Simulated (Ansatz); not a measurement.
## MgB under changes of volume

One of the cells (12.133 Å³/atom); the others are scaled copies at fixed shape and fractional positions:

```
CELL_PARAMETERS angstrom
2.89515 0.00000 0.00000
0.00000 2.89515 0.00000
0.00000 0.00000 2.89515
ATOMIC_POSITIONS crystal
Mg 0.00000 0.00000 0.00000
B 0.50000 0.50000 0.50000
```

The cell was built by a generator and needn't be a form met in nature.

| Property | Result |
| --- | --- |
| Program | Ansatz 0.2.0 |
| Functional | PBE |
| Potentials or basis | Ansatz PAW |
| Cutoff | 420 eV (not typed: the program's choice for these potentials) |
| k mesh | 9 × 9 × 9 |
| Occupations | fermi-dirac, width 0.05 eV |
| Spin | no spin polarisation |

| volume (Å³/atom) | energy over the lowest point (meV/atom) | pressure (GPa) |
| --- | --- | --- |
| 11.405 | 13.27 | 6.0 |
| 11.648 | 5.91 | 3.8 |
| 11.891 | 1.59 | 1.9 |
| 12.133 | 0.00 | 0.2 |
| 12.376 | 0.89 | -1.4 |
| 12.619 | ? | ? |
| 12.861 | 9.40 | -4.2 |

What does the run at 12.619 Å³/atom give?

Energy over the lowest point 4.05 meV/atom; pressure -2.9 GPa.

Worked out: A Birch-Murnaghan fit of order 3 (a polynomial in V^(-2/3)) to the other rows has its minimum at 12.16 Å³/atom with B0 = V·E''(V) = 82 GPa and B' = 3.4. It gives 4.11 meV/atom at 12.619 Å³/atom, against the run's 4.05, and -dE/dV = -2.8 GPa, against -2.9.

Energies are extrapolated to zero smearing.
